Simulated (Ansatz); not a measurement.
# ClH7N2SSi2: a ladder of functionals and wavefunction methods

How much do the methods differ for ClH7N2SSi2? The plan is to run it at one geometry with functionals of several rungs and with coupled cluster. The yardstick is the atomisation energy at the CCSD(T) limit.

The runs use Ansatz 0.2.0, Gaussian basis; functionals in def2-TZVPP, the program's frozen cores in correlated methods.

Levels to be run: PBE-D4, r2SCAN-D4, PBE0-D4, B3LYP-D4, ωB97X-V, ωB97M-V, B2PLYP; CCSD(T)/def2-TZVPP; MP2/def2-QZVPP; extrapolation to the limit.

## (1) Structure used throughout

The geometry comes from an earlier relaxation with PBE0-D4 in a triple-zeta def2 set; it is a stationary point, not always the lowest conformer.

SMILES `N[SiH2]S[SiH](N)Cl`, 13 atoms, charge 0, spin multiplicity 1.

Atoms are counted from 1 here; the program's logs count them from 0.

Bond lengths: N1–Si2 1.706 Å, N1–H7 1.007 Å, N1–H8 1.008 Å, Si2–S3 2.170 Å, Si2–H9 1.481 Å, Si2–H10 1.478 Å, S3–Si4 2.108 Å, Si4–N5 1.715 Å, Si4–Cl6 2.056 Å, Si4–H11 1.481 Å, N5–H12 1.009 Å, N5–H13 1.009 Å. Angles: Si2–N1–H7 120.6°, Si2–N1–H8 118.1°, H7–N1–H8 111.8°, N1–Si2–S3 117.7°, N1–Si2–H9 107.9°, N1–Si2–H10 108.6°, S3–Si2–H9 102.7°, S3–Si2–H10 107.3°, H9–Si2–H10 112.8°, Si2–S3–Si4 98.5°, S3–Si4–N5 109.6°, S3–Si4–Cl6 114.4°, S3–Si4–H11 106.0°, N5–Si4–Cl6 104.6°, N5–Si4–H11 116.9°, Cl6–Si4–H11 105.7°, Si4–N5–H12 117.7°, Si4–N5–H13 118.3° and more.

Geometry (Å):

```
N    -0.6422    1.6709   -1.2634
Si   -1.0972    0.0267   -1.3040
S     0.4752   -1.4591   -1.1393
Si    0.8039   -1.3364    0.9392
N     0.9432    0.3090    1.4026
Cl   -0.7375   -2.0684    2.0862
H    -0.1769    2.0928   -2.0505
H    -0.3188    2.0524   -0.3883
H    -1.6698   -0.2536   -2.6410
H    -2.0553   -0.2239   -0.2065
H     1.9638   -2.2125    1.2219
H     1.6642    0.8614    0.9630
H     0.8474    0.5407    2.3801
```

## (2) PBE-D4 (GGA)

The input, in.yaml:

```yaml
crystal:
  periodic: [false, false, false]
  atoms:
    - {symbol: N, position_ang: [-0.642202, 1.670870, -1.263375]}
    - {symbol: Si, position_ang: [-1.097182, 0.026707, -1.304015]}
    - {symbol: S, position_ang: [0.475213, -1.459064, -1.139304]}
    - {symbol: Si, position_ang: [0.803890, -1.336442, 0.939180]}
    - {symbol: N, position_ang: [0.943156, 0.308965, 1.402637]}
    - {symbol: Cl, position_ang: [-0.737478, -2.068356, 2.086187]}
    - {symbol: H, position_ang: [-0.176888, 2.092814, -2.050473]}
    - {symbol: H, position_ang: [-0.318839, 2.052421, -0.388273]}
    - {symbol: H, position_ang: [-1.669785, -0.253617, -2.641049]}
    - {symbol: H, position_ang: [-2.055317, -0.223915, -0.206487]}
    - {symbol: H, position_ang: [1.963821, -2.212495, 1.221914]}
    - {symbol: H, position_ang: [1.664167, 0.861439, 0.962971]}
    - {symbol: H, position_ang: [0.847435, 0.540664, 2.380067]}
basis:
  gaussian: {orbitals: def2-TZVPP}
hamiltonian: {xc: pbe, dispersion: d4}
output: {forces: true, orbitals: {seedname: orbitals}}
```

The run is started by

```console
ansatz run in.yaml --threads 2 --pin off --events-out ev --progress --plain --max-ram 22528MiB --backend cuda --devices 0, --max-vram 18GiB
```

The runs that follow: r2SCAN-D4 (meta-GGA); PBE0-D4 (hybrid); B3LYP-D4 (hybrid); ωB97X-V (range-separated); ωB97M-V (range-separated); B2PLYP (double hybrid); CCSD(T) in def2-TZVPP; MP2 in def2-QZVPP.

Before running them: what should the planned runs give, taken together? Wanted: atomisation energy, CCSD(T)/CBS; farthest; mean size of error, hybrid; mean size of error, range-separated; gap, smallest and largest; T1 diagnostic; triples share of the correlation energy.

**Answer**, as computed:

```
                               quantity                                 value
        atomisation energy, CCSD(T)/CBS                         4386.1 kJ/mol
 functionals within 21.9 kJ/mol (0.5 %)                   r2SCAN-D4, B3LYP-D4
                               farthest                 B2PLYP (-82.2 kJ/mol)
             mean size of error, hybrid                           21.9 kJ/mol
    mean size of error, range-separated                           27.3 kJ/mol
              gap, smallest and largest  5.51 eV (PBE-D4), 11.97 eV (ωB97X-V)
                          T1 diagnostic                                0.0107
triples share of the correlation energy                                 4.1 %
```

PBE-D4 misses by +32.6 kJ/mol. Double hybrids carry the basis error of their MP2 part in triple zeta, and no dispersion term here, so their miss is partly the set-up's. Misses under about 21.9 kJ/mol are within the doubt on the reference itself, which lacks core-valence correlation, relativity and higher excitations. Hartree-Fock recovers 70 % of the binding; the rest is correlation. Orbital gaps span 5.5 to 12.0 eV; exact exchange widens them.
